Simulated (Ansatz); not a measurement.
# ZrS: pressure up to the limit of the methods

How does ZrS answer strong compression? Methods of the runs shown: PAW. Its runs: atoms relaxed at the given volume (PAW); volume scaled by 1 (PAW); atoms relaxed at 0.7 of the volume (PAW); volume scaled by 0.7 (PAW); atoms relaxed at 0.65 of the volume (PAW); volume scaled by 0.65 (PAW); atoms relaxed at 0.6 of the volume (PAW); volume scaled by 0.6 (PAW).

The COD entry's cell or inner coordinates are ideal or old and differ from later refinements, so a difference from it is no clean test against experiment.

Program: Ansatz 0.2.0. Level of theory: DFT, PBEsol, PAW with Ansatz's default frozen-core files, scalar-relativistic. These are calculated values, not measurements.

1 further run of the same task is left out (it didn't finish).

### 1 Starting point

Symmetry: Fm-3m, No. 225, cubic system. The conventional cell has a = 5.250 Å, b = 5.250 Å, c = 5.250 Å, α = 90.00°, β = 90.00°, γ = 90.00°. Zr (site symmetry m-3m) is surrounded by 6 S at 2.62 Å. Around S (site symmetry m-3m) lie 6 Zr at 2.62 Å.

As a file:

```
Zr S
1.0
     0.00000    2.62500    2.62500
     2.62500    0.00000    2.62500
     2.62500    2.62500    0.00000
Zr S
1 1
Direct
  0.00000 0.00000 0.00000
  0.50000 0.50000 0.50000
```

Whether this phase is the stable one at these pressures isn't tested.

Atoms are numbered in the order of the input: Zr1, S2.

### 2 Atoms relaxed at the given volume, PAW

input.yaml reads:

```yaml
crystal:
  lattice:
    - [0.0, 2.625, 2.625]
    - [2.625, 0.0, 2.625]
    - [2.625, 2.625, 0.0]
  atoms:
    - { symbol: Zr, position: [0.0, 0.0, 0.0] }
    - { symbol: S, position: [0.5, 0.5, 0.5] }
kpoints:
  mp_grid: { grid: [9, 9, 9] }
scf:
  occupations: { method: fermi_dirac, width: 0.03 }
hamiltonian:
  xc: pbesol
  pseudopotentials: { kind: paw }
output:
  forces: true
  stress: true
relax:
  f_tol: 0.01
  max_steps: 30
```

The run is started by

```bash
ansatz run input.yaml --threads 1 --pin off --max-ram 2048MiB --backend cpu --events-out ev --progress --plain --runs-dir out
```

The runs that follow: Volume scaled by 1, PAW; Atoms relaxed at 0.7 of the volume, PAW; Volume scaled by 0.7, PAW; Atoms relaxed at 0.65 of the volume, PAW; Volume scaled by 0.65, PAW; Atoms relaxed at 0.6 of the volume, PAW; Volume scaled by 0.6, PAW.

Q: Predict the outcome of this session. Wanted: PAW pressure at 0.6 of the volume; fitted bulk modulus at zero pressure.

As calculated:

| quantity | value |
| --- | --- |
| PAW pressure at 0.6 of the volume | 184.4 GPa |
| fitted bulk modulus at zero pressure (PAW) | 152 GPa |
| its pressure derivative | 4.13 |

What this shows: By PAW the pressure climbs to 184 GPa at 0.6 of the first volume. One third-order Birch-Murnaghan curve follows these points (B₀ = 152 GPa, B′ = 4.13, misfit at most 0.13 GPa). A fit over so wide a range leans to the high pressures, so B₀ can be off by several per cent. No all-electron run checks these rows here, and frozen cores can fail under such compression. The ions are at rest, and the electrons smeared by 0.03 eV.
